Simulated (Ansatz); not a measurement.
What does this script print? It uses Ansatz's Python interface.

`ch4clssi_scan.py`:
```python
'''Stretching a bond of CH4ClSSi, the rest held rigid.'''

import ansatz as az
import numpy as np


def main() -> None:
    geometry_ang = [
        ('C', [-0.8609, 0.6667, 0.4378]),
        ('S', [-0.8994, -0.2916, -1.0783]),
        ('Si', [0.955, -1.3192, -0.9889]),
        ('Cl', [2.5579, 0.0915, -0.9587]),
        ('H', [-1.8558, 1.2453, 0.4693]),
        ('H', [-0.8166, 0.0959, 1.3128]),
        ('H', [-0.071, 1.4465, 0.4187]),
        ('H', [1.083, -1.9922, 0.3316]),
    ]
    system = az.Crystal.molecule()
    for symbol, xyz in geometry_ang:
        system = system.atom(symbol, xyz)

    symbols = [site.symbol for site in system.cartesian_sites]
    start = np.array([site.position_ang for site in system.cartesian_sites])
    axis = (start[6] - start[0]) / np.linalg.norm(start[6] - start[0])
    moving = [6]
    lengths, energies = [0.977, 1.021, 1.066, 1.11, 1.155, 1.199, 1.243, 1.31], []
    for length in lengths:
        xyz = start.copy()
        xyz[moving] += (length - np.linalg.norm(start[6] - start[0])) * axis
        point = az.Crystal.molecule()
        for symbol, place in zip(symbols, xyz):
            point = point.atom(symbol, place.tolist())
        calc = (
            point.calculation()
            .basis(gaussian='6-31G*')
            .functional('r2SCAN', dispersion='d4')
            .spin('collinear', total=1)
        )
        data = calc.run(threads=1).report
        energies.append(data['free_energy_ev'])
        print(f'r = {length:6.3f} A  E = {energies[-1]:.5f} eV  <S^2> = {abs(data["mean_field"]["state"]["spin_squared"]):.3f}')

    # quartic fit about the minimum
    fit = np.polynomial.Polynomial.fit(lengths, np.array(energies) - min(energies), 4).convert()
    roots = [r.real for r in fit.deriv().roots() if abs(r.imag) < 1e-9 and fit.deriv(2)(r.real) > 0]
    r_e = min(roots, key=lambda r: abs(r - lengths[int(np.argmin(energies))]))
    print(f'minimum of the fit at {r_e:.4f} A, force constant {fit.deriv(2)(r_e):.2f} eV/A^2')


if __name__ == '__main__':
    main()
```

```console
$ python ch4clssi_scan.py
r =  0.977 A  E = -32333.84199 eV  <S^2> = 0.753
r =  1.021 A  E = -32334.03051 eV  <S^2> = 0.753
r =  1.066 A  E = -32334.12059 eV  <S^2> = 0.753
r =  1.110 A  E = -32334.13075 eV  <S^2> = 0.753
r =  1.155 A  E = -32334.07982 eV  <S^2> = 0.753
r =  1.199 A  E = -32333.98420 eV  <S^2> = 0.753
r =  1.243 A  E = -32333.85439 eV  <S^2> = 0.753
r =  1.310 A  E = -32333.61039 eV  <S^2> = 0.753
minimum of the fit at 1.0942 A, force constant 33.79 eV/A^2
```

What to keep in mind:
- Total energies depend on the basis set; only differences at equal settings carry meaning.
- The rest of the molecule is held rigid at a force-field or estimated start geometry, and the basis set is modest; single-reference methods fail as a bond breaks.
- The species is open-shell (spin multiplicity 2).
- Wall time of the script: 57 s on 1 thread of Arm Neoverse V2, with other jobs on the host, peak memory 0.26 GiB.

(Lines on the test bed's own set-up are left out of the output.)
